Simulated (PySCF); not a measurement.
# Si2N2H8: fields and orbitals

For Si2N2H8, the scripts below analyse its density (charges, bond critical points, surface potential), localise its valence orbitals and pull one bond apart with RHF, UHF and CASSCF.

Method: levels as typed in each script, gas phase, geometry from GFN2-xTB; program: PySCF 2.14.0.

### 1 Starting geometry

SMILES `N[SiH](N)[SiH3]`, 12 atoms, charge 0, spin multiplicity 1.

Bond lengths: N1–Si2 1.732 Å, N1–H5 1.008 Å, N1–H6 1.007 Å, Si2–N3 1.729 Å, Si2–Si4 2.308 Å, Si2–H7 1.478 Å, N3–H8 1.006 Å, N3–H9 1.008 Å, Si4–H10 1.468 Å, Si4–H11 1.469 Å, Si4–H12 1.470 Å. Angles: Si2–N1–H5 117.5°, Si2–N1–H6 117.9°, H5–N1–H6 109.4°, N1–Si2–N3 101.6°, N1–Si2–Si4 118.6°, N1–Si2–H7 101.5°, N3–Si2–Si4 106.4°, N3–Si2–H7 115.1°, Si4–Si2–H7 113.5°, Si2–N3–H8 118.5°, Si2–N3–H9 117.5°, H8–N3–H9 109.5°, Si2–Si4–H10 113.1°, Si2–Si4–H11 115.2°, Si2–Si4–H12 111.5°, H10–Si4–H11 105.6°, H10–Si4–H12 105.7°, H11–Si4–H12 104.9°.

Coordinates:

```
atom     x (Å)     y (Å)     z (Å)
  N1  -1.51931   1.22717  -0.26715
 Si2  -0.47973   0.02272   0.41694
  N3  -1.11211  -1.42315  -0.28928
 Si4   1.76678   0.07456  -0.10801
  H5  -1.70452   1.17397  -1.25610
  H6  -1.36257   2.18712  -0.00821
  H7  -0.75121   0.18599   1.86104
  H8  -0.67270  -2.29991  -0.06315
  H9  -2.11332  -1.53943  -0.29500
 H10   2.50771  -1.08064   0.41449
 H11   2.07193   0.12415  -1.54370
 H12   2.42603   1.25876   0.46061
```

### 2 Density, bond paths and surface potential (B3LYP/def2-svp)

input.py reads:

```python
import numpy as np
from pyscf import gto, scf, dft
from pyscf.scf import atom_ks, atom_hf
from scipy.linalg import block_diag

def solve(mol, dm0=None, hcore=None):
    mf = (dft.UKS if mol.spin else dft.RKS)(mol, xc='b3lyp')
    mf.grids.level = 3
    mf = mf.density_fit(auxbasis='def2-universal-jkfit')
    mf.conv_tol, mf.max_cycle = 1e-8, 80
    if hcore is not None:
        mf.get_hcore = lambda *args: hcore
    mf.kernel(dm0)
    if not mf.converged:
        mf = mf.newton().run(mf.mo_coeff, mf.mo_occ, max_cycle=30)
    assert mf.converged, 'SCF not converged'
    return mf

mol = gto.M(atom='''
N     -1.51931     1.22717    -0.26715
Si    -0.47973     0.02272     0.41694
N     -1.11211    -1.42315    -0.28928
Si     1.76678     0.07456    -0.10801
H     -1.70452     1.17397    -1.25610
H     -1.36257     2.18712    -0.00821
H     -0.75121     0.18599     1.86104
H     -0.67270    -2.29991    -0.06315
H     -2.11332    -1.53943    -0.29500
H      2.50771    -1.08064     0.41449
H      2.07193     0.12415    -1.54370
H      2.42603     1.25876     0.46061
''', basis='def2-svp', charge=0, spin=0, verbose=4)
mf = solve(mol)
mf.analyze()
# spherically averaged free atoms, for the promolecule
atm = atom_ks.get_atm_nrks(mol, xc='b3lyp')
pro = block_diag(*[(atm[a[0]][2] * atm[a[0]][3]) @ atm[a[0]][2].T for a in mol._atom])
np.savez('result.npz', e=mf.e_tot, c=mf.mo_coeff, occ=mf.mo_occ, eps=mf.mo_energy, pro=pro, dip=mf.dip_moment(verbose=0), s2=mf.spin_square()[0])
```

The run is started by

```
> OMP_NUM_THREADS=1 python input.py
```

### 4 Localised orbitals (CAM-B3LYP/def2-tzvp)

input.py reads:

```python
import numpy as np
from pyscf import gto, scf, dft, lo
from pyscf.data.elements import chemcore

def solve(mol, dm0=None, hcore=None):
    mf = (dft.UKS if mol.spin else dft.RKS)(mol, xc='camb3lyp')
    mf.grids.level = 3
    mf = mf.density_fit(auxbasis='def2-universal-jkfit')
    mf.conv_tol, mf.max_cycle = 1e-8, 80
    if hcore is not None:
        mf.get_hcore = lambda *args: hcore
    mf.kernel(dm0)
    if not mf.converged:
        mf = mf.newton().run(mf.mo_coeff, mf.mo_occ, max_cycle=30)
    assert mf.converged, 'SCF not converged'
    return mf

mol = gto.M(atom='''
N     -1.51931     1.22717    -0.26715
Si    -0.47973     0.02272     0.41694
N     -1.11211    -1.42315    -0.28928
Si     1.76678     0.07456    -0.10801
H     -1.70452     1.17397    -1.25610
H     -1.36257     2.18712    -0.00821
H     -0.75121     0.18599     1.86104
H     -0.67270    -2.29991    -0.06315
H     -2.11332    -1.53943    -0.29500
H      2.50771    -1.08064     0.41449
H      2.07193     0.12415    -1.54370
H      2.42603     1.25876     0.46061
''', basis='def2-tzvp', charge=0, spin=0, verbose=4)
mf = solve(mol)
occ_all = mf.mo_coeff[:, mf.mo_occ > 0]
occ = occ_all[:, chemcore(mol):]
loc = lo.ibo.ibo(mol, occ, iaos=lo.iao.iao(mol, occ_all))
fock, s = mf.get_fock(), mf.get_ovlp()
ortho = lo.orth_ao(mol, 'meta_lowdin')
ortho = lo.vec_lowdin(lo.iao.iao(mol, occ_all), s)
labels = lo.iao.reference_mol(mol).ao_labels(fmt=None)
vir = lo.vvo.livvo(mol, occ_all, mf.mo_coeff[:, mf.mo_occ == 0])
both = np.hstack([loc, vir])
p = (ortho.T @ s @ both) ** 2
pop = np.array([p[[l[0] == a for l in labels]].sum(0) for a in range(mol.natm)])
spd = np.array([[p[[l[0] == a and l[2][-1] == k for l in labels]].sum(0) for k in 'spd'] for a in range(mol.natm)])
eps = np.einsum('pi,pq,qi->i', both, fock, both)
for i in np.argsort(eps):
    top = np.argsort(-pop[:, i])[:3]
    print('%3d %s %9.4f Eh ' % (i + 1, 'occ' if i < loc.shape[1] else 'vir', eps[i]), '  '.join('%s%d %.3f' % (mol.atom_symbol(a), a + 1, pop[a, i]) for a in top))
np.savez('result.npz', c=both, nocc=loc.shape[1], pop=pop, spd=spd, eps=eps, e=mf.e_tot)
```

### 6 Stretching a bond (6-31+g*)

input.py reads:

```python
import numpy as np
from pyscf import gto, scf, mcscf

mol = gto.M(atom='''
N     -1.51931     1.22717    -0.26715
Si    -0.47973     0.02272     0.41694
N     -1.11211    -1.42315    -0.28928
Si     1.76678     0.07456    -0.10801
H     -1.70452     1.17397    -1.25610
H     -1.36257     2.18712    -0.00821
H     -0.75121     0.18599     1.86104
H     -0.67270    -2.29991    -0.06315
H     -2.11332    -1.53943    -0.29500
H      2.50771    -1.08064     0.41449
H      2.07193     0.12415    -1.54370
H      2.42603     1.25876     0.46061
''', basis='6-31+g*', charge=0, spin=0, verbose=4)
# stretch the bond between atoms 4 and 11, from long to short, fragments rigid
a, b, move = 3, 10, [10]
xyz = mol.atom_coords(unit='Angstrom')
u = xyz[b] - xyz[a]
r0 = np.linalg.norm(u)
rows, last, dm_u = [], None, None
for r in [3.98, 3.12, 2.56, 2.2, 1.92, 1.7, 1.56, 1.42, 1.31]:
    new = xyz.copy()
    new[move] += u / r0 * (r - r0)
    m = mol.set_geom_(new, unit='Angstrom', inplace=False)
    rhf = scf.RHF(m).density_fit(auxbasis='def2-universal-jkfit').run()
    uhf = scf.UHF(m).density_fit(auxbasis='def2-universal-jkfit').newton()
    if dm_u is None:
        c = rhf.mo_coeff
        h = m.nelectron // 2 - 1
        ca, cb = c.copy(), c.copy()
        ca[:, h], cb[:, h] = (c[:, h] + c[:, h + 1]) / 2**.5, (c[:, h] - c[:, h + 1]) / 2**.5
        dm_u = np.array([x[:, :h + 1] @ x[:, :h + 1].T for x in (ca, cb)])
    uhf.kernel(dm0=dm_u)
    for _ in range(3):
        c, _, stable, _ = uhf.stability(return_status=True)
        if stable:
            break
        uhf.kernel(c, uhf.mo_occ)
    dm_u = uhf.make_rdm1()
    mc = mcscf.CASSCF(rhf, 2, 2)
    mc.natorb = True
    mc.fix_spin_(ss=0)
    guess = mcscf.addons.make_natural_orbitals(uhf)[1] if last is None else mcscf.project_init_guess(mc, last.mo_coeff, last.mol)
    mc.kernel(guess)
    last = mc
    act = slice(mc.ncore, mc.ncore + mc.ncas)
    print('r %.3f  RHF %.6f  UHF %.6f  <S^2> %.3f  CASSCF %.6f  occupations' % (r, rhf.e_tot, uhf.e_tot, uhf.spin_square()[0], mc.e_tot), mc.mo_occ[act].round(4))
    rows.append((new, rhf.e_tot, uhf.e_tot, uhf.spin_square()[0], mc.e_tot, mc.mo_occ[act], mc.mo_coeff[:, act], dm_u[0] - dm_u[1], rhf.converged and uhf.converged and mc.converged))
    np.savez('result.npz', **{k: [row[i] for row in rows] for i, k in enumerate('xyz rhf uhf s2 cas occ c spin ok'.split())})
```

(Steps that only read results are left out.)

Before running it: what results should come out? Wanted: dipole moment; HOMO, LUMO.

**Answer**, as computed:

| quantity | value |
| --- | --- |
| dipole moment (B3LYP/def2-svp) | 1.05 D |
| HOMO, LUMO (B3LYP/def2-svp) | -6.56, 0.19 eV |
| localised occupied orbitals above −45 eV (CAM-B3LYP/def2-tzvp) | 13 |
| cost of the stretch to 4.0 Å, CASSCF and RHF (6-31+g*) | 3.5 and 6.3 eV |

**Reading.** At B3LYP/def2-svp: The highest Hirshfeld charge is on Si2 (+0.34 e), the lowest on N3 (−0.31 e). RHF rises too steeply at long distance, since it keeps both electrons in one orbital and so mixes in ionic fragments. All values hold at the given geometry, in the gas phase.
